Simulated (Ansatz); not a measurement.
# Sn (diamond type): the cost of one run

Computed with Ansatz 0.2.0 (DFT PBEsol, with the methods named in each step, unless a step's input says otherwise).

1 further run of the same task is left out (it didn't finish).

### Step 1. The system as given

It takes space group Fd-3m (No. 227, cubic). Conventional cell: a = 6.542 Å, b = 6.542 Å, c = 6.542 Å, α = 90.00°, β = 90.00°, γ = 90.00°. Around Sn (site symmetry -43m) lie 4 Sn at 2.83 Å.

Coordinates:

```cif
data_structure
_symmetry_space_group_name_H-M 'Fd-3m:1'
_symmetry_Int_Tables_number 227
_cell_length_a 6.5421
_cell_length_b 6.5421
_cell_length_c 6.5421
_cell_angle_alpha 90.000
_cell_angle_beta 90.000
_cell_angle_gamma 90.000
_cell_volume 280.00
loop_
_atom_site_label
_atom_site_type_symbol
_atom_site_symmetry_multiplicity
_atom_site_Wyckoff_symbol
_atom_site_fract_x
_atom_site_fract_y
_atom_site_fract_z
_atom_site_occupancy
Sn1 Sn 8 b 0.00000 0.50000 0.00000 1
```

The file gives the conventional cell by its symmetry; the runs use the cell typed in the input.

Atoms are numbered in the order of the input: Sn1, Sn2.

### Step 2. Bulk cell relaxed, PAW

Contents of input.yaml:

```yaml
crystal:
  lattice:
    - [0.0, 3.2710663102, 3.2710663102]
    - [3.2710663102, 0.0, 3.2710663102]
    - [3.2710663102, 3.2710663102, 0.0]
  atoms:
    - { symbol: Sn, position: [-0.125, -0.125, -0.125] }
    - { symbol: Sn, position: [0.125, 0.125, 0.125] }
kpoints:
  mp_grid: { grid: [9, 9, 9] }
scf:
  occupations: { method: fermi_dirac, width: 0.02 }
hamiltonian:
  xc: pbesol
  pseudopotentials: { kind: paw }
output:
  forces: true
  stress: true
relax:
  f_tol: 0.005
  max_steps: 40
  cell: {}
```

On the command line:

```console
$ ansatz run input.yaml --threads 1 --pin off --max-ram 3584MiB --backend cpu --events-out ev --progress --plain --runs-dir out
```

What time and memory should one allow on 1 thread of Arm Neoverse V2, shared host?

About 6 s, with a peak of 0.34 GiB.
